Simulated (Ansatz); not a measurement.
What does this script print? It uses the Ansatz DFT code, driven from Python.

`run_energy.py`
```python
"""Single point of B2F2H4S2."""

from pathlib import Path

import ansatz as az

GEOMETRY = """
F    -0.44520    1.53620   -1.79680
B    -0.65750    0.40640   -0.96350
S     0.87970   -0.58200   -0.92750
B     0.92030   -0.08750    0.87190
F     1.98150    0.73710    1.20450
S    -0.71950    0.91150    0.82500
H    -1.56580   -0.24920   -1.27740
H     0.65170   -1.89800   -1.04370
H     0.75670   -1.02800    1.63490
H    -1.71890    0.20240    1.47550
"""

molecule = az.Crystal.molecule()
for line in GEOMETRY.strip().splitlines():
    symbol, *xyz = line.split()
    molecule = molecule.atom(symbol, [float(v) for v in xyz])

job = (
    molecule.calculation()
    .basis(gaussian="def2-SVPD")
    .functional("HF")
    .accuracy("medium")
    .scf(lower_state_search="light")
    .orbitals()
)
print(job.to_yaml())
out = job.run(threads=1, backend="cpu", runs_dir="runs")
data = out.report

for key in ("converged", "free_energy_ev", "reference_energy_ev", "n_frozen", "n_occupied", "n_virtual"):
    print(f"{key:22s} {data[key]}")

lines = Path(data["orbitals_path"]).read_text().splitlines()
field_of = lambda key: [line.split("=")[1].strip() for line in lines if line.startswith(key)]
orbitals = [(27.211386 * float(e), s, float(n)) for e, s, n in zip(field_of("Ene="), field_of("Spin="), field_of("Occup="))]
homo = max(e for e, _, n in orbitals if n > 0.5)
lumo = min(e for e, _, n in orbitals if n < 0.5)
print(f"HOMO {homo:.3f} eV, LUMO {lumo:.3f} eV, gap {lumo - homo:.3f} eV")
```

Running `python run_energy.py` prints:
```text
crystal:
  periodic: [false, false, false]
  atoms:
    - { symbol: F, position_ang: [-0.4452, 1.5362, -1.7968] }
    - { symbol: B, position_ang: [-0.6575, 0.4064, -0.9635] }
    - { symbol: S, position_ang: [0.8797, -0.582, -0.9275] }
    - { symbol: B, position_ang: [0.9203, -0.0875, 0.8719] }
    - { symbol: F, position_ang: [1.9815, 0.7371, 1.2045] }
    - { symbol: S, position_ang: [-0.7195, 0.9115, 0.825] }
    - { symbol: H, position_ang: [-1.5658, -0.2492, -1.2774] }
    - { symbol: H, position_ang: [0.6517, -1.898, -1.0437] }
    - { symbol: H, position_ang: [0.7567, -1.028, 1.6349] }
    - { symbol: H, position_ang: [-1.7189, 0.2024, 1.4755] }
accuracy: medium
basis:
  gaussian:
    orbitals: def2-SVPD
hamiltonian:
  xc: hf
scf:
  lower_state_search: light
output:
  orbitals: {}

converged              True
free_energy_ev         -28444.28623820623
reference_energy_ev    -28444.28623820623
n_frozen               0
n_occupied             [32, 32]
n_virtual              [140, 140]
HOMO -11.656 eV, LUMO 1.230 eV, gap 12.886 eV
```

Notes:
- The settings weren't tested for convergence.
- The geometry is a force-field or estimated start, not a minimum of this method, and the basis set is short of its limit.
- Levels such as HOMO and LUMO are orbital energies: in Hartree-Fock the gap is too wide and the LUMO hangs on the basis.
- The whole script took 4.3 s on 1 thread of Arm Neoverse V2 (shared host), peak memory 0.56 GiB.

(A comment or docstring line of the script was reworded after the run, the code is as it ran; lines on the test bed's own set-up are left out of the output.)
